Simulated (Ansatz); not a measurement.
# C2H2Cl2FSi radical: a ladder of functionals and wavefunction methods

The task here is to estimate one member of a computed series from the others.

Program: Ansatz 0.2.0, Gaussian basis. Level of theory: functionals in def2-TZVPP, the program's frozen cores in correlated methods. These are calculated values, not measurements.

Plan: LDA (SPW92), PBE-D4, revPBE-D4, BLYP-D4, r2SCAN-D4, B97M-V, PBE0-D4, B3LYP-D4, r2SCANh-D4, r2SCAN0-D4, HSE06-D4, BHLYP-D4, CAM-B3LYP-D4, LC-ωPBE, ωB97X-V, ωB97M-V, B2PLYP, PBE-QIDH; CCSD(T)/def2-SVP; CCSD(T)/def2-TZVPP; MP2/def2-QZVPP; extrapolation to the limit; RPA on PBE.

### Structure used throughout

The geometry comes from an earlier relaxation with PBE0-D4 in a triple-zeta def2 set; it is a stationary point, not always the lowest conformer.

SMILES `[CH]=C[Si](F)(Cl)Cl`, 8 atoms, charge 0, spin multiplicity 2.

Atoms are counted from 1 here; the program's logs count them from 0.

Bond lengths: C1–C2 1.304 Å, C1–H7 1.081 Å, C2–Si3 1.843 Å, C2–H8 1.090 Å, Si3–F4 1.583 Å, Si3–Cl5 2.029 Å, Si3–Cl6 2.029 Å. Angles: C2–C1–H7 137.4°, C1–C2–Si3 119.7°, C1–C2–H8 121.5°, Si3–C2–H8 118.8°, C2–Si3–F4 109.0°, C2–Si3–Cl5 111.6°, C2–Si3–Cl6 111.6°, F4–Si3–Cl5 107.9°, F4–Si3–Cl6 107.9°, Cl5–Si3–Cl6 108.9°.

Set-up of the first run:

The input, in.yaml:

```yaml
crystal:
  periodic: [false, false, false]
  atoms:
    - {symbol: C, position_ang: [0.944520, -1.517072, 0.493256]}
    - {symbol: C, position_ang: [-0.182734, -0.990251, 0.102746]}
    - {symbol: Si, position_ang: [-0.278761, 0.821510, -0.221559]}
    - {symbol: F, position_ang: [1.138060, 1.470163, 0.057618]}
    - {symbol: Cl, position_ang: [-0.771630, 1.208647, -2.151727]}
    - {symbol: Cl, position_ang: [-1.628767, 1.726034, 0.994030]}
    - {symbol: H, position_ang: [1.948768, -1.178539, 0.708088]}
    - {symbol: H, position_ang: [-1.077257, -1.597693, -0.038256]}
basis:
  gaussian: {orbitals: def2-TZVPP}
magnetization: {spin_polarized: true, initial_magnetization: 1}
hamiltonian: {xc: lda}
output: {orbitals: {seedname: orbitals}}
```

Run with:

```bash
ansatz run in.yaml --threads 2 --pin off --events-out ev --progress --plain --max-ram 32768MiB --backend cpu
```

Among the steps run: LDA; PBE-D4 (GGA); revPBE-D4 (GGA); BLYP-D4 (GGA); r2SCAN-D4 (meta-GGA); B97M-V (meta-GGA); B3LYP-D4 (hybrid); r2SCANh-D4 (hybrid); r2SCAN0-D4 (hybrid); HSE06-D4 (hybrid); BHLYP-D4 (hybrid); CAM-B3LYP-D4 (range-separated); LC-ωPBE (range-separated); ωB97X-V (range-separated); ωB97M-V (range-separated); B2PLYP (double hybrid); PBE-QIDH (double hybrid).

One of the session's tables, all rows but one given; the rest of the session is left out.

It belongs to the step «Frontier levels by functional». 

| functional | HOMO (eV) | LUMO (eV) | gap (eV) |
| --- | --- | --- | --- |
| LDA (SPW92) | -5.71 | -4.18 | 1.53 |
| PBE-D4 | -5.74 | -3.66 | 2.07 |
| revPBE-D4 | -5.70 | -3.52 | 2.18 |
| BLYP-D4 | -5.56 | -3.69 | 1.87 |
| r2SCAN-D4 | -6.20 | -2.98 | 3.22 |
| B97M-V | -5.99 | -3.39 | 2.60 |
| PBE0-D4 | ? | ? | ? |
| B3LYP-D4 | -6.88 | -2.94 | 3.94 |
| r2SCANh-D4 | -6.73 | -2.58 | 4.16 |
| r2SCAN0-D4 | -7.53 | -1.98 | 5.55 |
| HSE06-D4 | -6.79 | -2.86 | 3.93 |
| BHLYP-D4 | -8.50 | -1.40 | 7.10 |
| CAM-B3LYP-D4 | -8.53 | -1.48 | 7.04 |
| LC-ωPBE | -9.99 | 0.05 | 10.04 |
| ωB97X-V | -9.45 | -0.48 | 8.97 |
| ωB97M-V | -9.18 | -0.59 | 8.58 |

**Question.** Estimate the row for PBE0-D4.

As computed: HOMO (eV): -7.20; LUMO (eV): -2.46; gap (eV): 4.73. In the column «HOMO (eV)» it lies between r2SCAN0-D4 (-7.53) and B3LYP-D4 (-6.88).
